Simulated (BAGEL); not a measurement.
# C2H4NOSi− (SMILES N#CCO[SiH2-]) at HF/3-21G (density fitting with qzvpp-jkfit)

Aim: the energy change on altering one bond length of C2H4NOSi− at HF/3-21G (density fitting with qzvpp-jkfit), from 2 runs. 

The results are computed with BAGEL 1.2.2.

3 further runs of the same task are left out: 3 set aside as unsound or not needed. Runs told in other sessions of the task aren't counted.

**1. The molecule**

The species is C2H4NOSi− (9 atoms), meant as a singlet with charge -1. SMILES: `N#CCO[SiH2-]`. The coordinates come from a GFN2-xTB relaxation. This is one conformer, not always the lowest.

Bond lengths: N1–C2 1.152 Å, C2–C3 1.443 Å, C3–O4 1.348 Å, O4–Si5 1.756 Å, C3–H6 1.121 Å, C3–H7 1.116 Å, Si5–H8 1.520 Å, Si5–H9 1.489 Å. Some angles: N1–C2–C3 178.6°, C2–C3–O4 111.6°, C3–O4–Si5 111.4°, C2–C3–H6 109.4°, C2–C3–H7 107.3°, O4–C3–H6 110.7°, O4–C3–H7 112.3°, O4–Si5–H8 99.2°, O4–Si5–H9 94.5°, H6–C3–H7 105.3°.

**2. A single-point energy at HF/3-21G (density fitting with qzvpp-jkfit)**

The input, calc.json:

```json
{ "bagel" : [

{
  "title" : "molecule",
  "basis" : "3-21g",
  "df_basis" : "qzvpp-jkfit",
  "angstrom" : true,
  "geometry" : [
    { "atom" : "N", "xyz" : [       1.685550,       1.116750,      -2.385770 ] },
    { "atom" : "C", "xyz" : [       1.208260,       0.800680,      -1.386450 ] },
    { "atom" : "C", "xyz" : [       0.584750,       0.387910,      -0.152700 ] },
    { "atom" : "O", "xyz" : [      -0.662170,      -0.082410,      -0.358590 ] },
    { "atom" : "Si", "xyz" : [      -1.488210,      -0.395780,       1.159300 ] },
    { "atom" : "H", "xyz" : [       0.570670,       1.250250,       0.563750 ] },
    { "atom" : "H", "xyz" : [       1.251640,      -0.373300,       0.316790 ] },
    { "atom" : "H", "xyz" : [      -0.584400,      -1.489190,       1.705210 ] },
    { "atom" : "H", "xyz" : [      -2.566100,      -1.214910,       0.538450 ] }
  ]
},

{ "title" : "hf", "charge" : -1 },

{ "title" : "print", "file" : "orbitals.molden", "orbitals" : true }

]}
```

Started as:

```sh
$ BAGEL_NUM_THREADS=1 BAGEL calc.json > calc.out
```

What it wrote:

```text
* using 1 threads per process

  ===============================================================
  ===============================================================

  *** Geometry ***

  { "atom" : "N", "xyz" : [      3.185228,      2.110352,     -4.508452 ] },
  { "atom" : "C", "xyz" : [      2.283280,      1.513066,     -2.620011 ] },
  { "atom" : "C", "xyz" : [      1.105017,      0.733044,     -0.288561 ] },
  { "atom" : "O", "xyz" : [     -1.251320,     -0.155732,     -0.677637 ] },
  { "atom" : "Si", "xyz" : [     -2.812309,     -0.747916,      2.190759 ] },
  { "atom" : "H", "xyz" : [      1.078410,      2.362630,      1.065333 ] },
  { "atom" : "H", "xyz" : [      2.365257,     -0.705435,      0.598646 ] },
  { "atom" : "H", "xyz" : [     -1.104356,     -2.814161,      3.222380 ] },
  { "atom" : "H", "xyz" : [     -4.849226,     -2.295847,      1.017523 ] },

  Number of auxiliary basis functions:      504

  Since a DF basis is specified, we compute 2- and 3-index integrals:
    o Being stored without compression. Storage requirement is 0.013 GB

  Number of basis functions:       57
  Number of electrons      :       45

    * METHOD: MOLECULE                             0.20

  *** RHF ***

  === Nuclear Repulsion ===
   192.4038680121

      * DIIS with orbital gradients will be used.

  === RHF iteration (3-21g) ===
      0       -493.41123093          0.02631885           0.04
      1       -493.50255973          0.02149566           0.04
      2       -493.59960889          0.00247273           0.04
      3       -493.60183595          0.00145127           0.04
      4       -493.60241224          0.00020128           0.04
      5       -493.60244857          0.00006983           0.04
      6       -493.60245207          0.00002143           0.04
      7       -493.60245250          0.00000750           0.04
      8       -493.60245253          0.00000501           0.04
      9       -493.60245255          0.00000287           0.04
     10       -493.60245255          0.00000139           0.04
     11       -493.60245256          0.00000050           0.04
     12       -493.60245256          0.00000020           0.04
     13       -493.60245256          0.00000008           0.04
     14       -493.60245256          0.00000003           0.04
     15       -493.60245256          0.00000002           0.04
     16       -493.60245256          0.00000001           0.04
    * SCF iteration converged.

    * Permanent dipole moment:
           (   -1.541146,    -0.371354,     0.385793) a.u.

    * METHOD: HF                                   0.84

    * METHOD: PRINT                                0.01

  ===============================================================
```

It took 1.2 s on 1 thread of Arm Neoverse V1, shared host; peak memory 0.092 GiB.

**3. The distorted shape, same level**

The input, input.json:

```json
{ "bagel" : [

{
  "title" : "molecule",
  "basis" : "3-21g",
  "df_basis" : "qzvpp-jkfit",
  "angstrom" : "true",
  "geometry" : [
    { "atom" : "N", "xyz" : [    1.997306,    1.323136,   -3.002647 ] },
    { "atom" : "C", "xyz" : [    1.520016,    1.007066,   -2.003327 ] },
    { "atom" : "C", "xyz" : [    0.584750,    0.387910,   -0.152700 ] },
    { "atom" : "O", "xyz" : [   -0.662170,   -0.082410,   -0.358590 ] },
    { "atom" : "Si", "xyz" : [   -1.488210,   -0.395780,    1.159300 ] },
    { "atom" : "H", "xyz" : [    0.570670,    1.250250,    0.563750 ] },
    { "atom" : "H", "xyz" : [    1.251640,   -0.373300,    0.316790 ] },
    { "atom" : "H", "xyz" : [   -0.584400,   -1.489190,    1.705210 ] },
    { "atom" : "H", "xyz" : [   -2.566100,   -1.214910,    0.538450 ] }
  ]
},
{ "title" : "hf", "charge" : -1 },
{ "title" : "print", "file" : "orbitals.molden", "orbitals" : "true" }

]}
```

Started as:

```sh
$ BAGEL_NUM_THREADS=1 BAGEL input.json > input.out
```

What it wrote:

```text
* using 1 threads per process

  ===============================================================
  ===============================================================

  *** Geometry ***

  { "atom" : "N", "xyz" : [      3.774361,      2.500365,     -5.674180 ] },
  { "atom" : "C", "xyz" : [      2.872414,      1.903079,     -3.785739 ] },
  { "atom" : "C", "xyz" : [      1.105017,      0.733044,     -0.288561 ] },
  { "atom" : "O", "xyz" : [     -1.251320,     -0.155732,     -0.677637 ] },
  { "atom" : "Si", "xyz" : [     -2.812309,     -0.747916,      2.190759 ] },
  { "atom" : "H", "xyz" : [      1.078410,      2.362630,      1.065333 ] },
  { "atom" : "H", "xyz" : [      2.365257,     -0.705435,      0.598646 ] },
  { "atom" : "H", "xyz" : [     -1.104356,     -2.814161,      3.222380 ] },
  { "atom" : "H", "xyz" : [     -4.849226,     -2.295847,      1.017523 ] },

  Number of auxiliary basis functions:      504

  Since a DF basis is specified, we compute 2- and 3-index integrals:
    o Being stored without compression. Storage requirement is 0.013 GB

  Number of basis functions:       57
  Number of electrons      :       45

    * METHOD: MOLECULE                             0.20

  *** RHF ***

  === Nuclear Repulsion ===
   177.7972012415

      * DIIS with orbital gradients will be used.

  === RHF iteration (3-21g) ===
      0       -493.31866389          0.02745018           0.04
      1       -493.39722771          0.02376924           0.04
      2       -493.51652333          0.00277545           0.04
      3       -493.51967697          0.00153475           0.04
      4       -493.52037466          0.00027499           0.04
      5       -493.52043292          0.00009367           0.04
      6       -493.52043843          0.00003071           0.04
      7       -493.52043918          0.00001035           0.04
      8       -493.52043923          0.00000679           0.04
      9       -493.52043925          0.00000272           0.04
     10       -493.52043925          0.00000120           0.04
     11       -493.52043925          0.00000046           0.04
     12       -493.52043926          0.00000023           0.04
     13       -493.52043926          0.00000011           0.04
     14       -493.52043926          0.00000005           0.04
     15       -493.52043926          0.00000004           0.04
     16       -493.52043926          0.00000002           0.04
     17       -493.52043926          0.00000001           0.04
    * SCF iteration converged.

    * Permanent dipole moment:
           (   -0.866004,     0.047187,    -0.553000) a.u.

    * METHOD: HF                                   0.88

    * METHOD: PRINT                                0.01

  ===============================================================
```

Run time: 1.2 s. Hardware: 1 thread of Arm Neoverse V1, shared host; peak memory 0.092 GiB.

**4. Outcome**

Level: HF/3-21G (density fitting with qzvpp-jkfit).

```
                                                              quantity          value
                                             first shape: total energy  -493.60245 Eh
                                              first shape: HOMO energy       -1.93 eV
                                              first shape: LUMO energy        8.74 eV
    first shape: HOMO–LUMO gap (to an unbound level, set by the basis)       10.66 eV
                                         distorted shape: total energy  -493.52044 Eh
                                          distorted shape: HOMO energy       -2.60 eV
                                          distorted shape: LUMO energy        6.78 eV
distorted shape: HOMO–LUMO gap (to an unbound level, set by the basis)        9.39 eV
     energy change with the C2–C3 bond stretched from 1.443 to 2.164 Å       2.232 eV
```

What this shows: With the C2–C3 bond stretched from 1.443 to 2.164 Å the energy rises by 2.23 eV (215 kJ/mol). The first shape isn't relaxed at this level, so the change isn't measured from a minimum.
